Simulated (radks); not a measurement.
**Nuclear size and the levels of Tc⁺**

Aim: how the total energy, the levels and the density at the nucleus of Tc⁺ respond when the nuclear radius is scaled.

Method: Dirac Kohn-Sham, exchange-only LDA, spin-unpolarised, spherical densities, finite nucleus; open shells fill j = l - 1/2 first. Code: radks (a radial shooting solver on a logarithmic mesh, Libxc functionals) version 1.

### Step 1. The atom as given

```
element            : technetium (Z = 43)
charge             : +1
electrons          : 42
configuration      : [Kr] 4d5 5s1
nuclear rms radius : 4.4112 fm
```

### Step 2. rms radius 4.4112 fm

The run's settings:

```text
Z 43
configuration [Kr] 4d5 5s1 5p0 6s0
relativity Dirac
functional lda,
spin unpolarised
j_filling energy
nucleus finite rms 4.4112 fm
c 137.035999084
```

### Step 3. rms radius 3.9392 fm

Settings, as their differences from step 2:

```diff
@@ -6,3 +6,3 @@
 j_filling energy
-nucleus finite rms 4.4112 fm
+nucleus finite rms 3.9392 fm
 c 137.035999084
```

### Step 4. rms radius 4.0186 fm

Settings, as their differences from step 3:

```diff
@@ -6,3 +6,3 @@
 j_filling energy
-nucleus finite rms 3.9392 fm
+nucleus finite rms 4.0186 fm
 c 137.035999084
```

### Step 5. rms radius 4.6141 fm

Settings, as their differences from step 4:

```diff
@@ -6,3 +6,3 @@
 j_filling energy
-nucleus finite rms 4.0186 fm
+nucleus finite rms 4.6141 fm
 c 137.035999084
```

### Step 6. rms radius 5.0111 fm

Settings, as their differences from step 5:

```diff
@@ -6,3 +6,3 @@
 j_filling energy
-nucleus finite rms 4.6141 fm
+nucleus finite rms 5.0111 fm
 c 137.035999084
```

Before running it: what results should come out? Wanted: for each run, rms radius; total energy shift; density at nucleus; 1s1/2 shift; 2s1/2 shift; 4s1/2 shift; 4p1/2 shift; 5s1/2 shift.

The runs gave:

```csv
rms radius (fm),total energy shift (eV),density at nucleus (e/bohr³),1s1/2 shift (meV),2s1/2 shift (meV),4s1/2 shift (meV),4p1/2 shift (meV),5s1/2 shift (meV)
3.9392,-0.338,1.01e+05,-143,-15.4,-0.467,0.0435,-0.0440
4.0186,-0.284,1.008e+05,-120,-12.9,-0.392,0.0365,-0.0369
4.4112,0,9.972e+04,0,0,0,0,0
4.6141,0.156,9.921e+04,65.8,7.10,0.215,-0.0200,0.0203
5.0111,0.479,9.829e+04,202,21.8,0.661,-0.0615,0.0623
```

What this shows: Shifts are against the first run. Over the range the 1s1/2 level moves by 0.345 eV and the 5s1/2 level by 0.106 meV. A larger nucleus binds the 1s electrons less and lowers the density at its centre. These are shifts of eigenvalues, not the field shifts of spectral lines.
